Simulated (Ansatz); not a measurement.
# SnS (SMILES [S][Sn]): levels of theory compared

Aim: a comparison of 6 runs (UHF/STO-3G, B2PLYP/STO-3G, BLYP/STO-3G, PBE0/STO-3G, r2SCAN/STO-3G, CCSD(T)/STO-3G) of SnS. 

The results are computed with Ansatz 0.2.0.

53 further runs of the same task are left out: 19 that didn't finish, 34 set aside as unsound or not needed.

### Step 1. The molecule

SnS has 2 atoms, charge 0, and is taken as a singlet. SMILES: `[S][Sn]`. The Sn2–S1 distance was set to 2.761 Å, away from the relaxed value.

Bond lengths: S1–Sn2 2.761 Å.

### Step 2. The energy at UHF/STO-3G (run 1)

The input, run.yaml:

```yaml
crystal:
  periodic: [false, false, false]
  atoms:
    - {symbol: S, position_ang: [0.000000, 0.000000, -0.552274]}
    - {symbol: Sn, position_ang: [0.000000, 0.000000, 2.209026]}
basis:
  gaussian: {orbitals: STO-3G}
magnetization: {spin_polarized: true}
hamiltonian: {xc: hf}
accuracy: high
```

Started as:

```console
$ ansatz run run.yaml --threads 1 --pin off --max-ram 2610MiB --events-out events.jsonl --progress --plain --runs-dir runs
```

Standard output:

```text
Warning: RAYON_NUM_THREADS=1 ignored (pool sized by the plan → 1); use --threads N
Functional definition: HF
  name "HF"
  exchange = exact_x
  correlation = 0
622 factors; integrals over basis functions are off by at most 1.1e-8 eV
mean field evaluation 1: about -172955.2247 eV, gradient 2.1e1 eV
mean field evaluation 2: about -172955.2515 eV, gradient 2.1e1 eV
mean field evaluation 4: about -172963.0874 eV, gradient 8.7e0 eV
mean field evaluation 8: about -172964.0470 eV, gradient 3.6e-1 eV
mean field evaluation 16: about -172964.0423 eV, gradient 6.3e-3 eV
mean field evaluation 32: about -172964.1122 eV, gradient 1.0e0 eV
mean field evaluation 64: about -172965.7798 eV, gradient 2.5e-1 eV
mean field evaluation 96: about -172964.2512 eV, gradient 5.3e0 eV
mean field evaluation 128: about -172965.8083 eV, gradient 6.3e-1 eV
mean field evaluation 160: about -172965.9343 eV, gradient 4.4e-1 eV
mean field evaluation 192: about -172964.9808 eV, gradient 6.4e-2 eV
mean field evaluation 224: about -172965.9231 eV, gradient 3.3e-4 eV
mean field evaluation 256: about -172963.1586 eV, gradient 4.6e0 eV
mean field evaluation 288: about -172966.2280 eV, gradient 2.4e-8 eV
mean field -172966.22800850 eV, -6356.3916385920 hartree, gradient 1.9e-8 eV, S^2 1.136305; 17 other end points of the search recorded, 0 dependent functions left out
reference -172966.22800850 eV, -6356.3916385920 hartree; 33, 33 occupied and 3, 3 virtual orbitals, 622 factors
Total energy: -172966.22800850 eV, -6356.3916385920 hartree
```

Run time: 5.1 s. Hardware: 1 thread of Arm Neoverse V1, shared host; peak memory 0.12 GiB.

### Step 3. A single-point energy at B2PLYP/STO-3G (run 2)

The input, run.yaml:

```yaml
crystal:
  periodic: [false, false, false]
  atoms:
    - symbol: S
      position_ang: [0.000000, 0.000000, -0.552274]
    - symbol: Sn
      position_ang: [0.000000, 0.000000, 2.209026]
basis:
  gaussian:
    orbitals: STO-3G
hamiltonian:
  xc: {name: B2PLYP}
correlation:
  frozen_orbitals: {S: 5, Sn: 18}
accuracy: high
```

Started as:

```console
$ ansatz run run.yaml --threads 1 --pin off --max-ram 2610MiB --events-out events.jsonl --progress --plain --runs-dir runs
```

Standard output (excerpt; [...] marks lines left out):

```text
Warning: RAYON_NUM_THREADS=1 ignored (pool sized by the plan → 1); use --threads N
Functional definition: B2PLYP
  name "B2PLYP"
[...]
622 factors; integrals over basis functions are off by at most 1.1e-8 eV
[...]
mean field -173018.52698116 eV, -6358.3135903878 hartree, gradient 7.5e-9 eV, S^2 0.000000; 2 other end points of the search recorded, 0 dependent functions left out; unrestricted orbitals would lower it
23 core orbitals not correlated: weight in the atoms' cores, before any rotation towards them, 1.000 or more for the frozen orbitals, at most 0.000 for the correlated occupied ones
reference -173018.52699826 eV, -6358.3135910162 hartree; 10, 10 occupied and 3, 3 virtual orbitals, 622 factors
second order -7.15692171 eV of doubles, -0.00000000 eV of singles
Total energy: -173020.45936712 eV, -6358.3846042620 hartree
```

It took 4.8 s on 1 thread of Arm Neoverse V1, shared host; peak memory 0.12 GiB.

Runs 3 to 5 aren't shown in full; the table further down has their settings and results.

### Step 4. A single-point energy at CCSD(T)/STO-3G (run 6)

The input, job.yaml:

```yaml
basis:
  gaussian:
    orbitals: STO-3G
crystal:
  periodic: [false, false, false]
  atoms:
    - symbol: S
      position_ang: [0.000000, 0.000000, -0.552274]
    - symbol: Sn
      position_ang: [0.000000, 0.000000, 2.209026]
correlation:
  method: ccsd_t
  frozen_orbitals: {S: 5, Sn: 18}
accuracy: high
scf:
  omitted_lower_state_checks: [cluster_reference, increment]
```

Started as:

```console
$ ansatz run job.yaml --threads 1 --pin off --max-ram 2610MiB --events-out events.jsonl --progress --plain --runs-dir runs
```

Standard output:

```text
Warning: RAYON_NUM_THREADS=1 ignored (pool sized by the plan → 1); use --threads N
[... 15 lines left out ...]
23 core orbitals not correlated: weight in the atoms' cores, before any rotation towards them, 1.000 or more for the frozen orbitals, at most 0.000 for the correlated occupied ones
[... 30 lines left out ...]
Total energy: -172968.47719192 eV, -6356.4742945585 hartree
Checks for a lower state left out: cluster_reference, increment
```

It took 1.7 s on 1 thread of Arm Neoverse V1, shared host; peak memory 0.09 GiB.

### Step 5. Overview of the runs

```csv
run,level,frozen core orbitals,energy (Eh),wall time
1,UHF/STO-3G,–,-6356.391639,5.1 s
2,B2PLYP/STO-3G,23,-6358.384604,4.8 s
3,BLYP/STO-3G,–,-6358.831171,1.7 s
4,PBE0/STO-3G,–,-6358.575884,1.9 s
5,r2SCAN/STO-3G,–,-6359.163580,5.1 s
6,CCSD(T)/STO-3G,23,-6356.474295,1.7 s
```

### Step 6. Outcome

| quantity | value |
| --- | --- |
| run 6: total energy | -6356.47429 Eh |
| run 6: correlation energy (23 core orbitals frozen) | -163.0 mEh |
| run 6: (T) correction | -43.28 mEh |
| run 6: T1 diagnostic | 0.114 |

What this shows: Totals of different functionals can't be ranked against each other. In run 6 the T1 diagnostic is large, so a single reference may not serve. In runs 2, 6 the log says that unrestricted orbitals would lower the reference, so the values rest on an unstable closed-shell determinant (other closed-shell runs at this shape may share the fault). In runs 1, 2, 3, 4, 5, 6 the basis is minimal, so the values are rough. In runs 1, 2, 3, 4, 5, 6 relativity is left out where basis or elements ask for it. Spin contamination of the reference: run 1 ⟨S²⟩ = 1.14. Where it is this large, the reference is a mixture of spin states, and values that rest on it are in doubt. All runs together took 20 s, the longest 5.1 s.
